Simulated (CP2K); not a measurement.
# Be2Si (Fm-3m) in CP2K: a series of runs

Aim: see how the results for Be2Si move with the level of theory and the settings. Levels: LDA, PBE. Tasks: single point.

Program: CP2K 2026.2. These are calculated values, not measurements. Logs are shortened: lines on timing, memory, paths and dates and some standing lists are left out, and cuts for length are marked.

## 1. The structure

The structure is cubic, space group Fm-3m (No. 225). The conventional cell has a = 5.280 Å, b = 5.280 Å, c = 5.280 Å, α = 90.00°, β = 90.00°, γ = 90.00°. Around Si (site symmetry m-3m) lie 8 Be at 2.29 Å. Around Be (site symmetry -43m) lie 4 Si at 2.29 Å.

The cell comes from a database or a generator and needn't be the stable form of this composition.

## 2. Single point, LDA

Contents of be2si_scf.inp:

```
&GLOBAL
  PROJECT be2si_scf
  RUN_TYPE ENERGY_FORCE
  PRINT_LEVEL LOW
&END GLOBAL
&FORCE_EVAL
  METHOD QS
  STRESS_TENSOR ANALYTICAL
  &DFT
    BASIS_SET_FILE_NAME BASIS_MOLOPT_UZH
    POTENTIAL_FILE_NAME GTH_POTENTIALS
    &MGRID
      CUTOFF 850
      REL_CUTOFF 60
      NGRIDS 4
    &END MGRID
    &QS
      METHOD GPW
      EPS_DEFAULT 1.0E-10
    &END QS
    &KPOINTS
      SCHEME MONKHORST-PACK 9 9 9
      GAMMA_CENTERED T
      SYMMETRY T
      SYMMETRY_BACKEND SPGLIB
    &END KPOINTS
    &SCF
      SCF_GUESS ATOMIC
      EPS_SCF 1.0E-6
      MAX_SCF 100
      ADDED_MOS 12
      CHOLESKY OFF
      EPS_EIGVAL 1.0E-7
      &DIAGONALIZATION ON
        ALGORITHM STANDARD
      &END DIAGONALIZATION
      &MIXING ON
        METHOD BROYDEN_MIXING
        ALPHA 0.4
        BETA 1.5
        NBUFFER 8
      &END MIXING
      &SMEAR ON
        METHOD GAUSSIAN
        SIGMA [eV] 0.05
      &END SMEAR
    &END SCF
    &XC
      &XC_FUNCTIONAL
        &LDA_X
        &END LDA_X
        &LDA_C_PW
        &END LDA_C_PW
      &END XC_FUNCTIONAL
    &END XC
    &PRINT
      &KPOINTS ON
      &END KPOINTS
      &MULLIKEN ON
      &END MULLIKEN
      &MO ON
        ENERGIES T
        OCCUPATION_NUMBERS T
        &EACH
          QS_SCF 0
        &END EACH
        ADD_LAST NUMERIC
      &END MO
      &LOWDIN ON
      &END LOWDIN
      &HIRSHFELD ON
        SHAPE_FUNCTION DENSITY
      &END HIRSHFELD
    &END PRINT
  &END DFT
  &SUBSYS
    &CELL
      A 3.7335238047 0.0000000000 0.0000000000
      B 1.8667619023 3.2333264605 0.0000000000
      C 1.8667619023 1.0777754868 3.0484094213
      PERIODIC XYZ
    &END CELL
    &COORD
      Si  0.0000000000 0.0000000000 0.0000000000
      Be  1.8667619023 1.0777754868 0.7621023553
      Be  5.6002857070 3.2333264605 2.2863070660
    &END COORD
    &KIND Si
      BASIS_SET TZVP-MOLOPT-PBE-GTH-q4
      POTENTIAL GTH-PADE-q4
    &END KIND
    &KIND Be
      BASIS_SET TZVP-MOLOPT-PBE-GTH-q4
      POTENTIAL GTH-PADE-q4
    &END KIND
    &PRINT
      &ATOMIC_COORDINATES ON
      &END ATOMIC_COORDINATES
      &CELL ON
      &END CELL
    &END PRINT
  &END SUBSYS
  &PRINT
    &FORCES ON
    &END FORCES
    &STRESS_TENSOR ON
    &END STRESS_TENSOR
  &END PRINT
&END FORCE_EVAL
```

Potentials or basis: GTH_POTENTIALS Si GTH-PADE-q4, Be GTH-PADE-q4; TZVP-MOLOPT-PBE-GTH basis.

Launch:

```console
$ OMP_NUM_THREADS=1 cp2k.psmp -i be2si_scf.inp -o be2si_scf.out
```

be2si_scf.out:

```text

 CP2K| version string:                                       CP2K version 2026.2
 CP2K| Input file name                                             be2si_scf.inp

 GLOBAL| Force Environment number                                              1
 GLOBAL| Basis set file name                                    BASIS_MOLOPT_UZH
 GLOBAL| Potential file name                                      GTH_POTENTIALS
 GLOBAL| MM Potential file name                                     MM_POTENTIAL
 GLOBAL| Coordinate file name                                      __STD_INPUT__
 GLOBAL| Method name                                                        CP2K
 GLOBAL| Project name                                                  be2si_scf
 GLOBAL| Run type                                                   ENERGY_FORCE
 GLOBAL| FFT library                                                       FFTW3
[... 8 lines left out ...]
 GLOBAL| CPU model name                                                  UNKNOWN

 CELL| Volume [angstrom^3]:                                            36.799488
 CELL| Vector a [angstrom]:       3.734     0.000     0.000   |a| =     3.733524
 CELL| Vector b [angstrom]:       1.867     3.233     0.000   |b| =     3.733524
 CELL| Vector c [angstrom]:       1.867     1.078     3.048   |c| =     3.733524
 CELL| Angle (b,c), alpha [degree]:                                    60.000000
 CELL| Angle (a,c), beta  [degree]:                                    60.000000
 CELL| Angle (a,b), gamma [degree]:                                    60.000000
 CELL| Numerically orthorhombic:                                              NO
 CELL| Periodicity                                                           XYZ

 CELL_REF| Volume [angstrom^3]:                                        36.799488
 CELL_REF| Vector a [angstrom     3.734     0.000     0.000   |a| =     3.733524
 CELL_REF| Vector b [angstrom     1.867     3.233     0.000   |b| =     3.733524
 CELL_REF| Vector c [angstrom     1.867     1.078     3.048   |c| =     3.733524
 CELL_REF| Angle (b,c), alpha [degree]:                                60.000000
 CELL_REF| Angle (a,c), beta  [degree]:                                60.000000
 CELL_REF| Angle (a,b), gamma [degree]:                                60.000000
 CELL_REF| Numerically orthorhombic:                                          NO
 CELL_REF| Periodicity                                                       XYZ
[... 9 lines left out ...]
 TOTAL NUMBERS AND MAXIMUM NUMBERS

  Total number of            - Atomic kinds:                                   2
                             - Atoms:                                          3
                             - Shell sets:                                     3
                             - Shells:                                        17
                             - Primitive Cartesian functions:                 16
                             - Cartesian basis functions:                     32
                             - Spherical basis functions:                     31

  Maximum angular momentum of- Orbital basis functions:                        2
                             - Local part of the GTH pseudopotential:          6
                             - Non-local part of the GTH pseudopotential:      2

 MODULE QUICKSTEP: ATOMIC COORDINATES IN ANGSTROM

   Atom Kind Element         X             Y             Z       Z(eff)     Mass
      1    1 Si   14      0.000000      0.000000      0.000000   4.0000  28.0855
      2    2 Be    4      1.866762      1.077775      0.762102   4.0000   9.0122
      3    2 Be    4      5.600286      3.233326      2.286307   4.0000   9.0122

 SCF PARAMETERS         Density guess:                                    ATOMIC
                        --------------------------------------------------------
                        max_scf:                                             100
[... 7 lines left out ...]
                        --------------------------------------------------------
                        level_shift [a.u.]:                             0.000000
                        added MOs                                        12    0
                        --------------------------------------------------------
                        Mixing method:                            BROYDEN_MIXING
                                                charge density mixing in g-space
                        --------------------------------------------------------
                        Smear method:                                   GAUSSIAN
                        Smearing width (sigma) [a.u.]:                  1.84E-03
                        Accuracy threshold:                             1.00E-10
                        --------------------------------------------------------
                        No outer SCF

 *******************************************************************************
                                    Kpoints
 *******************************************************************************
 BRILLOUIN| K-point scheme                                        Monkhorst-Pack
 BRILLOUIN| K-Point grid                                             9    9    9
 BRILLOUIN| Gamma-centered k-point mesh                                     ON
 BRILLOUIN| K-point symmetry accuracy                               0.100000E-05
 BRILLOUIN| K-Point point group symmetrization                                ON
 BRILLOUIN| Symmetry backend                                             SPGLIB
 BRILLOUIN| Symmetry reduction method                                    SPGLIB
 BRILLOUIN| Wavefunction type                                            COMPLEX
 BRILLOUIN| List of Kpoints [2 Pi/Bohr]                                       35
 BRILLOUIN| Number           Weight            X              Y              Z
 BRILLOUIN|     1           0.01097       -0.44444       -0.44444       -0.44444
 BRILLOUIN|     2           0.03292       -0.44444       -0.44444       -0.33333
 BRILLOUIN|     3           0.03292       -0.44444       -0.44444       -0.22222
 BRILLOUIN|     4           0.03292       -0.44444       -0.44444       -0.11111
 BRILLOUIN|     5           0.00823       -0.44444       -0.44444        0.00000
 BRILLOUIN|     6           0.01646       -0.44444       -0.44444        0.11111
[... 27 lines left out ...]
 BRILLOUIN|    34           0.00823       -0.11111       -0.11111        0.00000
 BRILLOUIN|    35           0.00137        0.00000        0.00000        0.00000
 *******************************************************************************

 Extrapolation method: initial_guess

 Number of electrons:                                                         12
 Number of occupied orbitals:                                                  6
 Number of molecular orbitals:                                                18

 Number of orbital functions:                                                 31
 Number of independent orbital functions:                                     31

 SCF WAVEFUNCTION OPTIMIZATION

  Step     Update method      Time    Convergence         Total energy    Change
  ------------------------------------------------------------------------------
     1 NoMix/Diag. 0.40E+00    2.8     1.50254895       -33.5160977257 -3.35E+01
     2 Broy./Diag. 0.40E+00    3.4     0.01225406       -32.9803378722  5.36E-01
     3 Broy./Diag. 0.40E+00    3.4     0.02452479       -32.8987942544  8.15E-02
     4 Broy./Diag. 0.40E+00    3.4     0.00876434       -32.9214763545 -2.27E-02
     5 Broy./Diag. 0.40E+00    3.4     0.00294078       -32.9374407206 -1.60E-02
     6 Broy./Diag. 0.40E+00    3.4     0.00110241       -32.9511465307 -1.37E-02
     7 Broy./Diag. 0.40E+00    3.4     0.00006519       -32.9519546747 -8.08E-04
     8 Broy./Diag. 0.40E+00    3.4     0.00009645       -32.9523715388 -4.17E-04
     9 Broy./Diag. 0.40E+00    3.4     0.00001608       -32.9525123003 -1.41E-04
    10 Broy./Diag. 0.40E+00    3.4     0.00001462       -32.9526103717 -9.81E-05
    11 Broy./Diag. 0.40E+00    3.4     0.00000132       -32.9526249614 -1.46E-05
    12 Broy./Diag. 0.40E+00    3.4     0.00000064       -32.9526278299 -2.87E-06

  *** SCF run converged in    12 steps ***

  Electronic density on regular grids:        -11.9999999990        0.0000000010
  Core density on regular grids:               11.9999999986       -0.0000000014
  Total charge density on r-space grids:       -0.0000000004
  Total charge density g-space grids:          -0.0000000004

  Overlap energy of the core charge distribution:               0.00000000000008
  Self energy of the core charge distribution:                -38.03347961818442
  Core Hamiltonian energy:                                      2.99897213324434
  Hartree energy:                                               8.61186350044214
  Exchange-correlation energy:                                 -6.52997416656825
  Smearing free energy correction:                             -0.00000967882065
  Fermi energy:                                                 0.24318059865561

  Total energy:                                               -32.95262782988376
  Total energy (extrapolated to sigma->0):                    -32.95262299047344

 MO| EIGENVALUES AND OCCUPATION NUMBERS FOR K POINT 1
 MO|
 MO|  Index      Eigenvalue [a.u.]        Eigenvalue [eV]             Occupation
 MO|      1              -3.422983             -93.144103               2.000000
 MO|      2              -3.422813             -93.139486               2.000000
 MO|      3              -0.126667              -3.446771               2.000000
 MO|      4              -0.026442              -0.719511               2.000000
 MO|      5               0.187376               5.098763               2.000000
 MO|      6               0.187376               5.098764               2.000000
[... 10 lines left out ...]
 MO|     17               0.946912              25.766791               0.000000
 MO|     18               1.084645              29.514695               0.000000
[... 311 lines left out ...]
 MO|      5               0.032961               0.896907               2.000000
 MO|      6               0.083744               2.278802               2.000000
[... 10 lines left out ...]
 MO|     17               1.014958              27.618401               0.000000
 MO|     18               1.046412              28.474332               0.000000
 MO| Sum:                                                              12.000000
 MO| E(Fermi):            0.243181 a.u.          6.617281 eV
 MO| Band gap:            0.211669 a.u.          5.759815 eV

 [... the levels of further k-points ...]

 !-----------------------------------------------------------------------------!
                     Mulliken Population Analysis

 #  Atom  Element  Kind  Atomic population                           Net charge
       1     Si       1          4.785982                             -0.785982
       2     Be       2          3.606977                              0.393023
       3     Be       2          3.607041                              0.392959
 # Total charge                             12.000000                  0.000000

 !-----------------------------------------------------------------------------!

 !-----------------------------------------------------------------------------!
                           Hirshfeld Charges

  #Atom  Element  Kind  Ref Charge     Population                    Net charge
      1       Si     1       4.000          4.077                        -0.077
      2       Be     2       4.000          3.961                         0.039
      3       Be     2       4.000          3.961                         0.039

  Total Charge                                                           -0.000
 !-----------------------------------------------------------------------------!

 LOWDIN POPULATION ANALYSIS

 #  Atom  Element  Kind  Atomic population                           Net charge
       1     Si       1          4.627273                             -0.627273
       2     Be       2          3.686363                              0.313637
       3     Be       2          3.686364                              0.313636
 # Total charge                             12.000000                 -0.000000

 ENERGY| Total FORCE_EVAL ( QS ) energy [hartree]            -32.952628571416682

 FORCES| Atomic forces [hartree/bohr]
 FORCES|   Atom     x               y               z               |f|
 FORCES|      1  1.13343139E-08  3.55240136E-08  3.81429283E-08   5.33414022E-08
 FORCES|      2  3.85060941E-09  2.46230295E-09 -1.86406077E-08   1.91927691E-08
 FORCES|      3 -1.51849142E-08 -3.79863192E-08 -1.95023193E-08   4.53197808E-08
 FORCES| Sum     9.10073634E-15 -2.67775242E-15  1.18747628E-15
 FORCES| Total atomic force                                       9.56053659E-15

 STRESS| Analytical stress tensor [bar]
 STRESS|                        x                   y                   z
 STRESS|      x       -3.36454428766E+04  -5.60429586805E-02   3.01770449352E-02
 STRESS|      y       -5.60429586805E-02  -3.36451636904E+04   9.13441561329E-01
 STRESS|      z        3.01770449352E-02   9.13441561329E-01  -3.36458106981E+04
 STRESS| 1/3 Trace                                            -3.36454724217E+04
 STRESS| Determinant                                          -3.80872741262E+13

 STRESS| Eigenvectors and eigenvalues of the analytical stress tensor [bar]
 STRESS|                        1                   2                   3
 STRESS| Eigenvalues  -3.36464594261E+04  -3.36454405505E+04  -3.36445172885E+04
 STRESS|      x          -0.055995300410      0.997959799682     -0.030671885346
 STRESS|      y          -0.576892553222     -0.007265675722      0.816787727622
 STRESS|      z           0.814898465068      0.063430656428      0.576122420546
```

Wall time 47 s (1 thread of Arm Neoverse V2, shared host); peak memory 0.4 GiB.

Results:

```yaml
Free_energy: -896.6866 eV
Pressure: -3.4 GPa
Band_gap_on_the_k_mesh: none (metal or under the smearing width)
Mulliken_charges: Si -0.79; Be +0.39 e
Hirshfeld_charges: Si -0.08; Be +0.04 e
```

Levels at points of the mesh, in eV from the Fermi level:
```tsv
k point	band 4	band 5	band 6	band 7	band 8	band 9
(0.00, 0.00, 0.00)	0.32	0.32	0.32	0.64	0.64	0.64
```

Caveat: Mulliken charges move with the basis; the basis of atomic orbitals isn't converged, which shifts pressures, moduli and gaps.

(Continued in part 2 of 2.)
